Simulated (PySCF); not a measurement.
**One shape, several levels: TiCl3F (SMILES [F][Ti]([Cl])([Cl])[Cl])**

Aim: a comparison of 6 runs (PBE0/def2-SVP, TPSS/def2-SVP, TPSSh/def2-SVP, B3LYP/6-31G*, PBE/6-31G*, TPSS/def2-TZVP) of TiCl3F. 

Program for the calculation: PySCF 2.14.0.

## (1) Starting point

TiCl3F: 5 atoms, total charge 0, spin state singlet. As SMILES, `[F][Ti]([Cl])([Cl])[Cl]`. The shape is that of a PBE0-D4/def2-TZVP optimisation.

Bond lengths: F1–Ti2 1.731 Å, Ti2–Cl3 2.166 Å, Ti2–Cl4 2.166 Å, Ti2–Cl5 2.166 Å. Angles: F1–Ti2–Cl3 109.3°, F1–Ti2–Cl4 109.3°, F1–Ti2–Cl5 109.3°, Cl3–Ti2–Cl4 109.6°, Cl3–Ti2–Cl5 109.6°, Cl4–Ti2–Cl5 109.6°.

## (2) Energy and forces at PBE0/def2-SVP (run 1)

input.py reads:

```python
import pyscf.grad
from pyscf import gto, dft

system = gto.M(
    atom='''
F     -0.998300     0.046400     1.499000
Ti    -0.036300    -0.011900     0.061000
Cl     1.539000    -1.476600     0.312300
Cl    -1.288300    -0.570000    -1.615800
Cl     0.833800     1.938500    -0.298000
''',
    basis='def2-svp',
    max_memory=1860,
    charge=0,
    verbose=4,
)

mf = dft.RKS(system, xc='pbe0')
mf.grids.level = 5
mf.conv_tol = 1e-10
mf.kernel()
if not mf.converged:
    mf = mf.newton().run(mf.mo_coeff, mf.mo_occ)

e_tot = mf.e_tot
print('E(%s) = %.9f' % ('PBE0', e_tot))
grad = mf.Gradients().kernel()
mf.analyze()
```

Run with:

```console
$ OMP_NUM_THREADS=1 python input.py
```

Log:

```text
PySCF version 2.14.0

[... 109 lines left out ...]
MO #9   energy= -16.8435373383939  occ= 2
[... 17 lines left out ...]
MO #27  energy= -0.858323169830537 occ= 2
[... 17 lines left out ...]
MO #45  energy= -0.109075336060178 occ= 0
[... 17 lines left out ...]
MO #63  energy= 0.728223999115706  occ= 0
[... 17 lines left out ...]
MO #81  energy= 1.14582079927287   occ= 0
[... 17 lines left out ...]
MO #99  energy= 3.25707340028482   occ= 0
[... 107 lines left out ...]
Dipole moment(X, Y, Z, Debye):  0.11119, -0.00642, -0.16463
```

Wall time 59 s (1 thread of Intel Xeon at 2.70GHz, shared host); peak memory 0.98 GiB.

## (3) Energy and forces at TPSS/def2-SVP (run 2)

input.py reads:

```python
# [F][Ti]([Cl])([Cl])[Cl]
from pyscf import gto, dft

mol = gto.M(
    atom='''
F     -1.886514     0.087683     2.832699
Ti    -0.068597    -0.022488     0.115273
Cl     2.908289    -2.790370     0.590161
Cl    -2.434534    -1.077144    -3.053419
Cl     1.575654     3.663234    -0.563138
''',
    max_memory=1860,
    basis='def2-svp',
    verbose=3,
    unit='bohr',
    charge=0,
)

calc0 = dft.RKS(mol, xc='tpss')
calc0.conv_tol = 1e-10
calc0.grids.level = 5
calc0.kernel()
if not calc0.converged:
    calc0 = calc0.newton().run(calc0.mo_coeff, calc0.mo_occ)

etot = calc0.e_tot
print(f'total energy: {etot:.8f} hartree')
grad = calc0.nuc_grad_method().kernel()
calc0.analyze()
```

Run with:

```console
$ OMP_NUM_THREADS=1 python input.py
```

Log:

```text
converged SCF energy = -2329.69345491478
[... 23 lines left out ...]
MO #14  energy= -7.04907276525509  occ= 2
[... 16 lines left out ...]
MO #31  energy= -0.412480323447546 occ= 2
[... 16 lines left out ...]
MO #48  energy= 0.138050323200351  occ= 0
[... 16 lines left out ...]
MO #65  energy= 0.69413411323456   occ= 0
[... 16 lines left out ...]
MO #82  energy= 1.14705330256495   occ= 0
[... 16 lines left out ...]
MO #99  energy= 3.19926000233492   occ= 0
[... 6 lines left out ...]
Dipole moment(X, Y, Z, Debye):  0.01889, -0.00086, -0.02684
```

It took 78 s on 1 thread of Intel Xeon at 2.70GHz, shared host; peak memory 0.98 GiB.

Runs 3 to 5 aren't shown in full; the table further down has their settings and results.

## (4) Energy and gradient at TPSS/def2-TZVP (run 6)

run.py reads:

```python
# [F][Ti]([Cl])([Cl])[Cl]
import pyscf.grad
from pyscf import gto, dft

mol = gto.M(
    atom='''
F     -1.886514     0.087683     2.832699
Ti    -0.068597    -0.022488     0.115273
Cl     2.908289    -2.790370     0.590161
Cl    -2.434534    -1.077144    -3.053419
Cl     1.575654     3.663234    -0.563138
''',
    unit='bohr',
    verbose=3,
    charge=0,
    spin=0,
    max_memory=1860,
    basis='def2-tzvp',
)

calc0 = dft.RKS(mol, xc='tpss')
calc0.conv_tol = 1e-10
calc0.grids.level = 5
calc0.kernel()
if not calc0.converged:
    calc0 = calc0.newton().run(calc0.mo_coeff, calc0.mo_occ)

etot = calc0.e_tot
print(f'total energy: {etot:.8f} hartree')
grad = calc0.Gradients().kernel()
dip = calc0.dip_moment()
pop, q = calc0.mulliken_pop()
```

Run with:

```console
$ OMP_NUM_THREADS=1 python run.py
```

Log:

```text
converged SCF energy = -2330.40157806068
total energy: -2330.40157806 hartree
[... 8 lines left out ...]
Dipole moment(X, Y, Z, Debye):  0.10831, -0.00626, -0.16050
[... 193 lines left out ...]
charge of    4Cl =     -0.28043
```

It took 3.2 min on 1 thread of Intel Xeon at 2.70GHz, shared host; peak memory 2.7 GiB.

## (5) All runs side by side

```
run                               level   energy (Eh)  dipole moment (D)  HOMO energy (eV)  LUMO energy (eV)  wall time
  1                       PBE0/def2-SVP  -2328.812934               0.20             -9.57             -3.77       59 s
  2                       TPSS/def2-SVP  -2329.693455               0.03             -8.31             -4.47       78 s
  3                      TPSSh/def2-SVP  -2329.638295               0.08             -8.87             -4.22       85 s
  4  B3LYP/6-31G* (spherical functions)  -2330.112773               0.15             -9.40             -4.05       63 s
  5    PBE/6-31G* (spherical functions)  -2329.195919               0.26             -8.31             -4.56       64 s
  6                      TPSS/def2-TZVP  -2330.401578               0.19             -8.40             -4.49    3.2 min
```

## (6) Outcome

```
                       quantity           value
            run 6: total energy  -2330.40158 Eh
           run 6: dipole moment          0.19 D
             run 6: HOMO energy        -8.40 eV
             run 6: LUMO energy        -4.49 eV
           run 6: HOMO–LUMO gap         3.91 eV
run 6: largest force on an atom      0.628 eV/Å
```

In words: The dipole moment (its size) runs from 0.03 D (TPSS/def2-SVP) to 0.26 D (PBE/6-31G*). The two ends differ in method and basis. The two dipoles point in opposite directions. The HOMO–LUMO gap runs from 3.74 eV (PBE/6-31G*) to 5.80 eV (PBE0/def2-SVP). Totals of different functionals can't be ranked against each other. All runs together took 9 min, the longest 3.2 min.
